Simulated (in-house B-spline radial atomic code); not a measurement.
# Excited states and polarisability of Sn³²⁺ by several methods

How far do the methods of linear response differ for Sn³²⁺? Each gives excitation energies, polarisability and C6.

Method: linear response of a closed shell, each method with its own adiabatic kernel; spin-free one-electron X2C, finite nucleus; B-spline basis; no spin-orbit coupling, no double excitations; only terms of natural parity, (−1)^L, with L up to 3 are computed. Code: in-house B-spline radial atomic code version 1.

**1. The system**

- element: tin (Z = 50)
- charge: +32
- configuration: [Ne] 3s2 3p6
- runs: TDHF; PBE; B3LYP; B97-1; BHandHLYP; ωB97X

The outer shells:

Sn³²⁺
```
[Ne] core
3s [↑↓]
3p [↑↓][↑↓][↑↓]
```

**2. TDHF**

Settings of the run:

```ini
Z = 50
electrons = 18.0
configuration = [Ne] 3s2 3p6
hamiltonian = x2c
method = hf
box_radius = 3.84
rms_radius = 4.6519
intervals = 65
```

On the command line:

```sh
> python run_td.py task.json out
```

task.json lists these runs, among others, and the program works through them in turn.

**3. PBE**

The settings differ from step 2 so:

```diff
@@ -4,3 +4,3 @@
 hamiltonian = x2c
-method = hf
+method = pbe,pbe
 box_radius = 3.84
```

**4. B3LYP**

The settings differ from step 3 so:

```diff
@@ -4,3 +4,3 @@
 hamiltonian = x2c
-method = pbe,pbe
+method = b3lyp
 box_radius = 3.84
```

**5. B97-1**

The settings differ from step 4 so:

```diff
@@ -4,3 +4,3 @@
 hamiltonian = x2c
-method = b3lyp
+method = b97_1
 box_radius = 3.84
```

**6. BHandHLYP**

The settings differ from step 5 so:

```diff
@@ -4,3 +4,3 @@
 hamiltonian = x2c
-method = b97_1
+method = bhandhlyp
 box_radius = 3.84
```

**7. ωB97X**

The settings differ from step 6 so:

```diff
@@ -4,3 +4,3 @@
 hamiltonian = x2c
-method = bhandhlyp
+method = wb97x
 box_radius = 3.84
```

Q: Predict the outcome of this session. Wanted: for each run, threshold; 3p→3d ¹P; 3p→3d ³P, Tamm-Dancoff; α; C6.

**Answer**, as computed:

```csv
run,threshold (eV),3p→3d ¹P (eV),"3p→3d ³P, Tamm-Dancoff (eV)",α (bohr³),C6 (hartree bohr⁶),time
TDHF,2094.7,217.82,165.71,0.02105,0.003377,0.8 s
PBE,2058.2,219.96,168.29,0.02088,0.003359,0.7 s
B3LYP,2066.0,219.18,167.41,0.02092,0.003361,0.9 s
B97-1,2066.4,219.27,167.76,0.02093,0.003364,1 s
BHandHLYP,2077.2,218.67,166.73,0.02097,0.003367,1 s
ωB97X,2068.5,219.96,168.44,0.02085,0.003351,1.1 s
```

In words: α runs from 0.0209 (ωB97X) to 0.0211 bohr³ (TDHF). The semilocal functionals put the threshold at 2058.2 eV, under Hartree-Fock's 2094.7 eV, since their potential decays too fast. Spin-orbit coupling, absent here, splits and mixes these terms strongly in an ion this highly charged, so they need not match single real levels.
